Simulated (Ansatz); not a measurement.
# Ti16SiO32: the cost of one run

Method: DFT PBE, plane waves, PAW, scalar-relativistic, no spin polarisation, in Ansatz 0.2.0.

The COD cell was measured well above room temperature, so it is larger than a cold one.

### Step 1. The system as given

The cell holds 49 atoms (O32SiTi16): a = 7.578 Å, b = 7.578 Å, c = 9.537 Å, α = 90.00°, β = 90.00°, γ = 90.00°.

Its coordinates follow in the input file.

### Step 2. Preparing the start

input.yaml

```yaml
accuracy: low
crystal:
  lattice:
    - [7.5784, 0.0, 0.0]
    - [0.0, 7.5784, 0.0]
    - [0.0, 0.0, 9.537]
  atoms:
    - { symbol: Ti, position: [0.0, 0.0, 0.0] }
    - { symbol: Ti, position: [0.0, 0.25, 0.25] }
    - { symbol: O, position: [0.0, 0.0, 0.2079] }
    - { symbol: O, position: [0.0, 0.25, 0.4579] }
    - { symbol: O, position: [0.0, 0.25, 0.0421] }
    - { symbol: O, position: [0.0, 0.0, 0.7921] }
    - { symbol: Ti, position: [0.5, 0.0, 0.0] }
    - { symbol: Ti, position: [0.5, 0.25, 0.25] }
    - { symbol: O, position: [0.5, 0.0, 0.2079] }
    - { symbol: O, position: [0.5, 0.25, 0.4579] }
    - { symbol: O, position: [0.5, 0.25, 0.0421] }
    - { symbol: O, position: [0.5, 0.0, 0.7921] }
    - { symbol: Ti, position: [0.0, 0.5, 0.0] }
    - { symbol: Ti, position: [0.0, 0.75, 0.25] }
    - { symbol: O, position: [0.0, 0.5, 0.2079] }
    - { symbol: O, position: [0.0, 0.75, 0.4579] }
    - { symbol: O, position: [0.0, 0.75, 0.0421] }
    - { symbol: O, position: [0.0, 0.5, 0.7921] }
    - { symbol: Ti, position: [0.25, 0.25, 0.5] }
    - { symbol: Ti, position: [0.25, 0.5, 0.75] }
    - { symbol: O, position: [0.25, 0.25, 0.7079] }
    - { symbol: O, position: [0.25, 0.5, 0.9579] }
    - { symbol: O, position: [0.25, 0.5, 0.5421] }
    - { symbol: O, position: [0.25, 0.25, 0.2921] }
    - { symbol: Ti, position: [0.5, 0.5, 0.0] }
    - { symbol: Ti, position: [0.5, 0.75, 0.25] }
    - { symbol: O, position: [0.5, 0.5, 0.2079] }
    - { symbol: O, position: [0.5, 0.75, 0.4579] }
    - { symbol: O, position: [0.5, 0.75, 0.0421] }
    - { symbol: O, position: [0.5, 0.5, 0.7921] }
    - { symbol: Ti, position: [0.75, 0.25, 0.5] }
    - { symbol: Ti, position: [0.75, 0.5, 0.75] }
    - { symbol: O, position: [0.75, 0.25, 0.7079] }
    - { symbol: O, position: [0.75, 0.5, 0.9579] }
    - { symbol: O, position: [0.75, 0.5, 0.5421] }
    - { symbol: O, position: [0.75, 0.25, 0.2921] }
    - { symbol: Ti, position: [0.25, 0.75, 0.5] }
    - { symbol: Ti, position: [0.25, 0.0, 0.75] }
    - { symbol: O, position: [0.25, 0.75, 0.7079] }
    - { symbol: O, position: [0.25, 0.0, 0.9579] }
    - { symbol: O, position: [0.25, 0.0, 0.5421] }
    - { symbol: O, position: [0.25, 0.75, 0.2921] }
    - { symbol: Ti, position: [0.75, 0.75, 0.5] }
    - { symbol: Ti, position: [0.75, 0.0, 0.75] }
    - { symbol: O, position: [0.75, 0.75, 0.7079] }
    - { symbol: O, position: [0.75, 0.0, 0.9579] }
    - { symbol: O, position: [0.75, 0.0, 0.5421] }
    - { symbol: O, position: [0.75, 0.75, 0.2921] }
    - { symbol: Si, position: [0.6202463, 0.7004406, 0.8811333] }
basis:
  ecutwfc: 420.0
kpoints:
  mp_grid: { grid: [1, 1, 1] }
hamiltonian:
  xc: pbe
  pseudopotentials: { kind: paw, azcp: { folder: soft_1 } }
scf:
  occupations: { method: fermi_dirac, width: 0.02 }
  lower_state_search: "off"
relax:
  f_tol: 0.08
  max_steps: 25
  adjacent_minimum: "off"
```

Started as:

```
$ ansatz run input.yaml --threads 2 --pin off --max-ram 5120MiB --backend cpu --events-out ev --progress --plain --runs-dir out
```

What time and memory should one allow on 2 threads of Arm Neoverse V2, shared host?

About 66 s, with a peak of 0.71 GiB.
